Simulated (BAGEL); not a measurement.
# BHBr (SMILES [BH]Br): NEVPT2(11,9)/6-31G(d) (density fitting with qzvpp-jkfit, spherical functions)

What is the vertical ionisation energy of BHBr at NEVPT2(11,9)/6-31G* (density fitting with qzvpp-jkfit, spherical functions)? 

The results are computed with BAGEL 1.2.2.

1 further run of the same task is left out (set aside as unsound or not needed).

## (1) The molecule

BHBr has 3 atoms, charge 0, and is taken as a doublet. SMILES: `[BH]Br`. The shape is that of a PBE0-D4/def2-TZVP optimisation.

Bond lengths: B1–Br2 1.868 Å, B1–H3 1.193 Å. Angles: Br2–B1–H3 123.6°.

## (2) The energy at NEVPT2(11,9)/6-31G(d) (density fitting with qzvpp-jkfit, spherical functions)

Input file calc.json:

```json
{ "bagel" : [

{
  "title" : "molecule",
  "basis" : "6-31gs.json",
  "df_basis" : "qzvpp-jkfit",
  "angstrom" : "true",
  "geometry" : [
    { "atom" : "B", "xyz" : [   -0.094500,   -0.523000,   -0.115700 ] },
    { "atom" : "Br", "xyz" : [    1.181000,    0.563200,    0.709800 ] },
    { "atom" : "H", "xyz" : [   -1.097400,   -0.105000,   -0.607300 ] }
  ]
},
{
  "title" : "hf",
  "charge" : 1
},
{
  "title" : "casscf",
  "nstate" : 1,
  "nact" : 9,
  "nclosed" : 15,
  "nspin" : 1,
  "maxiter" : 200,
  "natocc" : "true"
},
{
  "title" : "nevpt2",
  "nstate" : 1,
  "nact" : 9,
  "nclosed" : 15,
  "nspin" : 1,
  "maxiter" : 200,
  "natocc" : "true",
  "ncore" : 10
}

]}
```

The basis set 6-31G* is read from a file made from the Basis Set Exchange's data (not shown).

Launch:

```sh
BAGEL_NUM_THREADS=1 BAGEL calc.json > calc.out
```

Standard output:

```text
* using 1 threads per process

  ===============================================================
  ===============================================================

  *** Geometry ***

  { "atom" : "B", "xyz" : [     -0.178579,     -0.988327,     -0.218641 ] },
  { "atom" : "Br", "xyz" : [      2.231767,      1.064294,      1.341328 ] },
  { "atom" : "H", "xyz" : [     -2.073785,     -0.198421,     -1.147631 ] },

  Number of auxiliary basis functions:      359

  Since a DF basis is specified, we compute 2- and 3-index integrals:
    o Being stored without compression. Storage requirement is 0.007 GB

  Number of basis functions:       48
  Number of electrons      :       41

    * METHOD: MOLECULE                             0.11

  *** RHF ***

  === Nuclear Repulsion ===
    58.6237283535

      * DIIS with orbital gradients will be used.

  === RHF iteration (6-31gs.json) ===
      0      -2596.94297516          0.01458080           0.02
      1      -2596.99460464          0.00803982           0.02
      2      -2597.01013713          0.00202444           0.02
      3      -2597.01136166          0.00061048           0.02
      4      -2597.01144871          0.00017767           0.02
      5      -2597.01147143          0.00006417           0.02
      6      -2597.01147485          0.00002097           0.02
      7      -2597.01147519          0.00000510           0.02
      8      -2597.01147521          0.00000187           0.02
      9      -2597.01147521          0.00000076           0.02
     10      -2597.01147521          0.00000026           0.02
     11      -2597.01147521          0.00000010           0.02
     12      -2597.01147521          0.00000003           0.02
     13      -2597.01147521          0.00000001           0.02
     14      -2597.01147521          0.00000001           0.02
    * SCF iteration converged.

    * Permanent dipole moment:
           (    1.407075,     1.284402,     0.921321) a.u.

    * METHOD: HF                                   0.42

  ---------------------------
      CASSCF calculation
  ---------------------------

    * nstate   :      1
    * nclosed  :     15
    * nact     :      9
    * nvirt    :     24
  === CASSCF iteration (6-31gs.json) ===

    * Using the second-order algorithm

      0  0     -2597.33729616     1.18e-02      0.20

      1  0     -2597.36629387     1.25e-03      0.20

      2  0     -2597.37191240     4.17e-04      0.20

      3  0     -2597.37290685     3.11e-04      0.20

      4  0     -2597.37329736     2.51e-04      0.20

      5  0     -2597.37345674     1.84e-04      0.20

      6  0     -2597.37351918     1.24e-04      0.20

      7  0     -2597.37354258     7.96e-05      0.19

      8  0     -2597.37355106     4.92e-05      0.19

      9  0     -2597.37355405     2.97e-05      0.19

     10  0     -2597.37355510     1.77e-05      0.19

     11  0     -2597.37355546     1.05e-05      0.20

     12  0     -2597.37355558     6.16e-06      0.19

     13  0     -2597.37355563     3.61e-06      0.20

     14  0     -2597.37355564     2.11e-06      0.20

     15  0     -2597.37355565     1.24e-06      0.20

     16  0     -2597.37355565     7.23e-07      0.20

     17  0     -2597.37355565     4.22e-07      0.20

     18  0     -2597.37355565     2.47e-07      0.20

     19  0     -2597.37355565     1.44e-07      0.20

     20  0     -2597.37355565     8.43e-08      0.19

     21  0     -2597.37355565     4.92e-08      0.19

     22  0     -2597.37355565     2.88e-08      0.18

     23  0     -2597.37355565     1.68e-08      0.18

     24  0     -2597.37355565     9.82e-09      0.18

    * Second-order optimization converged. *

     guess   0:   closed 11111....            open .....1...

  === FCI iteration ===

      0  0     -2597.32230601     2.75e-03      0.00
      1  0     -2597.36958608     8.88e-04      0.01
      2  0     -2597.37318357     2.80e-04      0.01
      3  0     -2597.37353359     6.74e-05      0.00
      4  0     -2597.37355396     1.83e-05      0.01
      5  0     -2597.37355548     5.38e-06      0.01
      6  0     -2597.37355563     1.48e-06      0.01
      7  0     -2597.37355565     5.17e-07      0.01
      8  0     -2597.37355565     1.86e-07      0.01
      9  0     -2597.37355565     5.36e-08      0.01
     10  0     -2597.37355565     1.42e-08      0.01
     11  0     -2597.37355565     3.62e-09      0.01
     12  0     -2597.37355565     1.01e-09      0.01
     13  0     -2597.37355565     2.78e-10      0.01
     14  0 *   -2597.37355565     7.98e-11      0.00

     * ci vector, state   0, <S^2> = 0.7500
       22222a...     0.9827950326
       222.2a..2     0.0694611509
       2222.a2..     0.0694432725
       22.22a.2.     0.0534284513

    * METHOD: CASSCF                               4.99

    * freezing 10 orbitals

  === DF-NEVPT2 calculation ===

    * 3-index integral transformation done
    * assembly done

      NEVPT2 correlation energy:   -0.2520233458      0.06

          (+0)     -0.1217523446
          (+0)'    -0.0023761652
          (+1)     -0.0086275604
          (+1)'    -0.0000972797
          (+2)     -0.0002523288
          (-1)     -0.0061499816
          (-1)'    -0.0467315565
          (-2)     -0.0660361289

      NEVPT2 total energy:       -2597.6255789947

    * METHOD: NEVPT2                              29.72

  ===============================================================
```

Wall time 35 s (1 thread of Arm Neoverse V1, shared host); peak memory 1.4 GiB.

## (3) The singlet cation

Input file input.json:

```json
{ "bagel" : [

{
  "title" : "molecule",
  "basis" : "6-31gs.json",
  "df_basis" : "qzvpp-jkfit",
  "angstrom" : "true",
  "geometry" : [
    { "atom" : "B", "xyz" : [      -0.094500,      -0.523000,      -0.115700 ] },
    { "atom" : "Br", "xyz" : [       1.181000,       0.563200,       0.709800 ] },
    { "atom" : "H", "xyz" : [      -1.097400,      -0.105000,      -0.607300 ] }
  ]
},

{ "title" : "hf", "charge" : 1 },

{ "title" : "nevpt2", "nstate" : 1, "nact" : 9, "nclosed" : 15, "charge" : 1, "maxiter" : 200, "natocc" : "true", "ncore" : 10 }

]}
```

The basis set 6-31G* is read from a file made from the Basis Set Exchange's data (not shown).

Launch:

```sh
BAGEL_NUM_THREADS=1 BAGEL input.json > input.out
```

Standard output:

```text
* using 1 threads per process

  ===============================================================
  ===============================================================

  *** Geometry ***

  { "atom" : "B", "xyz" : [     -0.178579,     -0.988327,     -0.218641 ] },
  { "atom" : "Br", "xyz" : [      2.231767,      1.064294,      1.341328 ] },
  { "atom" : "H", "xyz" : [     -2.073785,     -0.198421,     -1.147631 ] },

  Number of auxiliary basis functions:      359

  Since a DF basis is specified, we compute 2- and 3-index integrals:
    o Being stored without compression. Storage requirement is 0.007 GB

  Number of basis functions:       48
  Number of electrons      :       41

    * METHOD: MOLECULE                             0.12

  *** RHF ***

  === Nuclear Repulsion ===
    58.6237283535

      * DIIS with orbital gradients will be used.

  === RHF iteration (6-31gs.json) ===
      0      -2596.94297516          0.01458080           0.02
      1      -2596.99460464          0.00803982           0.02
      2      -2597.01013713          0.00202444           0.02
      3      -2597.01136166          0.00061048           0.02
      4      -2597.01144871          0.00017767           0.02
      5      -2597.01147143          0.00006417           0.02
      6      -2597.01147485          0.00002097           0.02
      7      -2597.01147519          0.00000510           0.02
      8      -2597.01147521          0.00000187           0.02
      9      -2597.01147521          0.00000076           0.02
     10      -2597.01147521          0.00000026           0.02
     11      -2597.01147521          0.00000010           0.02
     12      -2597.01147521          0.00000003           0.02
     13      -2597.01147521          0.00000001           0.02
     14      -2597.01147521          0.00000001           0.02
    * SCF iteration converged.

    * Permanent dipole moment:
           (    1.407075,     1.284402,     0.921321) a.u.

    * METHOD: HF                                   0.45

    * freezing 10 orbitals
  ---------------------------
      CASSCF calculation
  ---------------------------

    * nstate   :      1
    * nclosed  :     15
    * nact     :      9
    * nvirt    :     24
  === CASSCF iteration (6-31gs.json) ===

    * Using the second-order algorithm

      0  0     -2597.05981251     4.35e-03      0.30

      1  0     -2597.09213938     1.43e-03      0.30

      2  0     -2597.09631633     3.25e-04      0.30

      3  0     -2597.09658150     1.88e-04      0.29

      4  0     -2597.09664986     1.16e-04      0.30

      5  0     -2597.09667283     7.00e-05      0.28

      6  0     -2597.09668100     4.24e-05      0.29

      7  0     -2597.09668398     2.58e-05      0.29

      8  0     -2597.09668508     1.58e-05      0.29

      9  0     -2597.09668549     9.71e-06      0.29

     10  0     -2597.09668564     5.97e-06      0.29

     11  0     -2597.09668570     3.67e-06      0.29

     12  0     -2597.09668572     2.26e-06      0.29

     13  0     -2597.09668573     1.39e-06      0.29

     14  0     -2597.09668573     8.55e-07      0.28

     15  0     -2597.09668573     5.26e-07      0.28

     16  0     -2597.09668574     3.23e-07      0.28

     17  0     -2597.09668574     1.99e-07      0.27

     18  0     -2597.09668574     1.22e-07      0.27

     19  0     -2597.09668574     7.51e-08      0.29

     20  0     -2597.09668574     4.61e-08      0.29

     21  0     -2597.09668574     2.83e-08      0.29

     22  0     -2597.09668574     1.74e-08      0.29

     23  0     -2597.09668574     1.07e-08      0.28

     24  0     -2597.09668574     6.58e-09      0.27

    * Second-order optimization converged. *

     guess   0:   closed 11111....            open .........

  === FCI iteration ===

      0  0     -2597.00704826     2.82e-03      0.01
      1  0     -2597.08262944     1.31e-03      0.01
      2  0     -2597.09439864     5.33e-04      0.01
      3  0     -2597.09643828     1.74e-04      0.01
      4  0     -2597.09664002     7.52e-05      0.01
      5  0     -2597.09667613     3.23e-05      0.01
      6  0     -2597.09668409     1.42e-05      0.01
      7  0     -2597.09668543     6.45e-06      0.01
      8  0     -2597.09668568     2.77e-06      0.01
      9  0     -2597.09668573     1.03e-06      0.01
     10  0     -2597.09668573     3.48e-07      0.01
     11  0     -2597.09668574     1.11e-07      0.01
     12  0     -2597.09668574     3.76e-08      0.01
     13  0     -2597.09668574     1.41e-08      0.01
     14  0     -2597.09668574     4.95e-09      0.01
     15  0     -2597.09668574     1.66e-09      0.01
     16  0     -2597.09668574     5.43e-10      0.01
     17  0     -2597.09668574     1.68e-10      0.01
     18  0 *   -2597.09668574     5.34e-11      0.01

     * ci vector, state   0, <S^2> = -0.0000
       22222....    -0.9651006568
       2222.2...     0.1067489533
       22.22.2..     0.0649615015
       22b2aba..     0.0545361054
       22a2bab..     0.0545361054

  === DF-NEVPT2 calculation ===

    * 3-index integral transformation done
    * assembly done

      NEVPT2 correlation energy:   -0.2351982275      0.06

          (+0)     -0.1240452395
          (+0)'    -0.0027869323
          (+1)     -0.0059060010
          (+1)'    -0.0001808024
          (+2)     -0.0001867620
          (-1)     -0.0050224913
          (-1)'    -0.0456252841
          (-2)     -0.0514447149

      NEVPT2 total energy:       -2597.3318839632

    * METHOD: NEVPT2                              42.90

  ===============================================================
```

It took 44 s on 1 thread of Arm Neoverse V1, shared host; peak memory 1.5 GiB.

## (4) Results

At NEVPT2(11,9)/6-31G* (density fitting with qzvpp-jkfit, spherical functions), 10 core orbitals frozen:

| quantity | value |
| --- | --- |
| doublet BHBr: total energy | -2597.62558 Eh |
| singlet cation: total energy | -2597.33188 Eh |
| vertical ionisation energy (to the singlet cation) | 7.992 eV |

In words: Removing an electron at fixed nuclei costs 7.99 eV (184 kcal/mol). Only the singlet of the ionised species was computed; a triplet could lie lower.
